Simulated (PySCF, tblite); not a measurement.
# CH11NO3Si3: geometry, infrared bands and NMR shifts

What infrared bands and NMR shifts should CH11NO3Si3 (`CN[Si@H](O)[Si](O)(O)[SiH3]`) show?

Programs: tblite 0.8.0 and PySCF 2.14.0, with density-fitted response routines of our own. Each step states its level of theory. These are calculated values for one molecule in the gas phase, unless marked as measured. Atoms are numbered from 0 throughout.

## Step 1: The starting structure

19 atoms, charge 0, multiplicity 1; geometry from: force field or distance geometry start.

Bonds of the start (Å): C0–N1 1.46, N1–Si2 1.76, Si2–O3 1.70, Si2–Si4 2.23, Si4–O5 1.70, Si4–O6 1.72, Si4–Si7 2.24, C0–H8 1.10, C0–H9 1.10, C0–H10 1.11, N1–H11 1.03, Si2–H12 1.48, O3–H13 0.98, O5–H14 1.00, O6–H15 0.99, Si7–H16 1.48, Si7–H17 1.46, Si7–H18 1.46.

## Step 2: Relaxing the molecule with GFN2-xTB

Job settings and geometry (Å):

```
{"job": {"kind": "relax", "xc": "GFN2-xTB", "basis": "xTB"}, "charge": 0, "multiplicity": 1}
C      2.653700    -0.846600     0.141300
N      2.138800     0.062700    -0.871800
Si     0.621800     0.835500    -0.442400
O      0.792800     1.813900     0.941900
Si    -1.066100    -0.589300    -0.108600
O     -0.725500    -1.790800     1.037600
O     -1.387600    -1.327400    -1.628400
Si    -2.801900     0.685500     0.516600
H      1.888100    -1.516600     0.565800
H      3.156700    -0.256000     0.925900
H      3.432700    -1.468000    -0.341500
H      2.141700    -0.382500    -1.796100
H      0.218000     1.670800    -1.599100
H      1.267700     2.643100     0.738300
H     -0.689000    -1.368900     1.939600
H     -2.300300    -1.129000    -1.947900
H     -2.757200     1.874900    -0.363200
H     -2.512100     1.114300     1.886300
H     -4.081900    -0.016400     0.398200
```

Command:

```
$ OMP_NUM_THREADS=1 python probes_run.py task.json out
```

One launch serves the whole session: the jobs run in the order shown.

**Question.** This job is followed by: GFN2-xTB harmonic vibrations, gas phase; GIAO PBE0/pcSseg-1 NMR shielding, non-relativistic, gas phase. What will the session give for the following? strongest single infrared mode (GFN2-xTB); zero-point energy (GFN2-xTB); 13C shifts against TMS (PBE0/pcSseg-1); 1H shifts against TMS (PBE0/pcSseg-1, means over atoms taken as alike); 15N shifts against NH3 (PBE0/pcSseg-1); 29Si shifts against TMS (PBE0/pcSseg-1); 17O shifts against H2O (PBE0/pcSseg-1).

**Answer**, as computed:

| quantity | value |
| --- | --- |
| strongest single infrared mode (GFN2-xTB) | 2189 cm⁻¹, 533 km/mol |
| zero-point energy (GFN2-xTB) | 80.0 kcal/mol |
| 13C shifts against TMS (PBE0/pcSseg-1) | 30.1 ppm |
| 1H shifts against TMS (PBE0/pcSseg-1, means over atoms taken as alike) | 4.99, 3.21, 2.83, 1.68, 1.15, 0.82, 0.59 ppm |
| 15N shifts against NH3 (PBE0/pcSseg-1) | 42.7 ppm |
| 29Si shifts against TMS (PBE0/pcSseg-1) | 13.0, -23.6, -125.9 ppm |
| 17O shifts against H2O (PBE0/pcSseg-1) | 53.7, 53.3, 28.0 ppm |

What this shows: The optimisation took 105 steps and gained 0.952 eV; among the close pairs (by a distance rule), Si4–O6 changed most, from 1.720 to 1.638 Å. All 51 modes are real, so the xTB geometry is a minimum. The strongest single mode, at 2189 cm⁻¹, moves mainly H17 and H12. GFN2-xTB is a fitted tight-binding method: band positions and strengths are rough. Its intensities can rank the bands wrongly.
